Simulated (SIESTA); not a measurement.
A run of SIESTA 5.4.2:

The input Ru.fdf:

```
SystemName                      Ru
SystemLabel                     Ru
NumberOfSpecies                 1
NumberOfAtoms                   7
%block ChemicalSpeciesLabel
  1  44 Ru
%endblock ChemicalSpeciesLabel

UseStructFile                   true

%block kgrid.MonkhorstPack
   11   0   0  0.0
    0  11   0  0.0
    0   0   1  0.0
%endblock kgrid.MonkhorstPack
XC.Functional                   GGA
XC.Authors                      PBE
PAO.BasisSize                   DZP
PAO.EnergyShift                 0.003 Ry
Mesh.Cutoff                     800 Ry
OccupationFunction              FD
ElectronicTemperature           0.05 eV
Slab.DipoleCorrection           vacuum
MaxSCFIterations                120
SCF.MustConverge                false
SCF.Mixer.Method                Pulay
SCF.Mixer.Weight                0.25
SCF.Mixer.History               8
SCF.DM.Tolerance                5.0e-05
SCF.H.Tolerance                 1.0e-03 eV
WriteForces                     true
Charge.Mulliken                 end
BandLinesScale                  ReciprocalLatticeVectors
%block BandLines
    1    0.000000   0.000000   0.000000  \Gamma
   14    0.500000   0.000000   0.000000  M
    8    0.333333   0.333333   0.000000  K
   16    0.000000   0.000000   0.000000  \Gamma
    2    0.000000   0.000000   0.500000  A
   14    0.500000   0.000000   0.500000  L
    8    0.333333   0.333333   0.500000  H
   16    0.000000   0.000000   0.500000  A
    1    0.500000   0.000000   0.500000  L
    2    0.500000   0.000000   0.000000  M
    1    0.333333   0.333333   0.000000  K
    2    0.333333   0.333333   0.500000  H
%endblock BandLines
%block PAO.Basis
  Ru 5
  n=4 0 2
    2.997 0.000
  n=5 0 2
    8.634 0.000
  n=4 1 2
    3.435 0.000
  n=5 1 1
    8.634
  n=4 2 2
    5.937 0.000
%endblock PAO.Basis
```

Ru.STRUCT_IN

```
   2.7057993342     0.0000000000     0.0000000000
  -1.3528996671     2.3432909610     0.0000000000
   0.0000000000     0.0000000000    27.8457000000
7
1  44    0.6666666667     0.3333333334     0.2693414064
1  44    0.3333333333     0.6666666666     0.3462276043
1  44    0.6666666667     0.3333333334     0.4231138021
1  44    0.3333333333     0.6666666666     0.5000000000
1  44    0.6666666667     0.3333333334     0.5768861979
1  44    0.3333333333     0.6666666666     0.6537723957
1  44    0.6666666667     0.3333333334     0.7306585936
```

Potentials or basis: PseudoDojo 0.4 standard (PBE files), DZP (energy shift 0.003 Ry; two zetas on semicore shells).

The run is started by

```bash
$ siesta < Ru.fdf > Ru.out 2>&1
```

Hardware: 1 thread of Arm Neoverse V1, with other jobs on the host.

Task: Estimate the wall time of this run.

Result: Wall time 5.1 min on 1 thread of Arm Neoverse V1 (shared host), peak memory 0.65 GiB. Counts: scf iterations 19, k points 61, bands 161.
